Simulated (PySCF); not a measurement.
# A diatomic session: KB+

The task here is to estimate one member of a computed series from the others.

Program: PySCF 2.14.0. Level of theory: K x2c-SVPall, B x2c-SVPall, spin-free X2C with a Gaussian nucleus. These are calculated values, not measurements.

The first run:

A driver script around PySCF takes these settings:

- atoms: K, B
- charge: 1
- basis: K x2c-SVPall, B x2c-SVPall
- Hamiltonian: spin-free X2C with a Gaussian nucleus
- basis functions: 38
- electrons treated: 23
- masses in u: 38.9637, 11.0093
- levels: PBE0, PBE, r²SCAN, BHandHLYP, M06, TPSSh, HF, MP2, SCS-MP2, CCSD, CCSD(T)
- grid: 80 radial by 434 angular points
- occupations: held fixed by the projection of orbital angular momentum
- dissociation limit: K+ + B, each in its ground configuration
- starting distance in angstrom: 2.860
- values of 2S to try: 1, 3

The run is started by

```
> OMP_NUM_THREADS=1 python dia.py task.json out
```

Among the steps run: Input; The PBE0 curve of the state that the search chose; Higher solutions at PBE0; PBE; r²SCAN; BHandHLYP (global hybrid GGA); M06; TPSSh; UHF; Adding correlation.

One table of the session follows, with a row left open; its other results are not shown here.

```
      level  Re (Å)  ωe (cm⁻¹)  De (eV)
        UHF   3.494      129.1    0.289
    UHF-MP2   3.466      131.1    0.307
UHF-SCS-MP2   3.478      129.7    0.301
   UHF-CCSD   3.483      128.6    0.299
UHF-CCSD(T)   3.481      128.7    0.300
        PBE   3.423      129.3    0.364
     r²SCAN   3.433      128.5    0.319
      TPSSh   3.415      130.0    0.325
       PBE0       ?          ?        ?
        M06   3.379      131.3    0.330
  BHandHLYP   3.384      137.0    0.329
```

Estimate the missing values for PBE0.

As computed: Re (Å): 3.401; ωe (cm⁻¹): 132.6; De (eV): 0.341. In the column «Re (Å)» it lies between BHandHLYP (3.384) and TPSSh (3.415).

De is counted to K+ + B in their ground configurations.
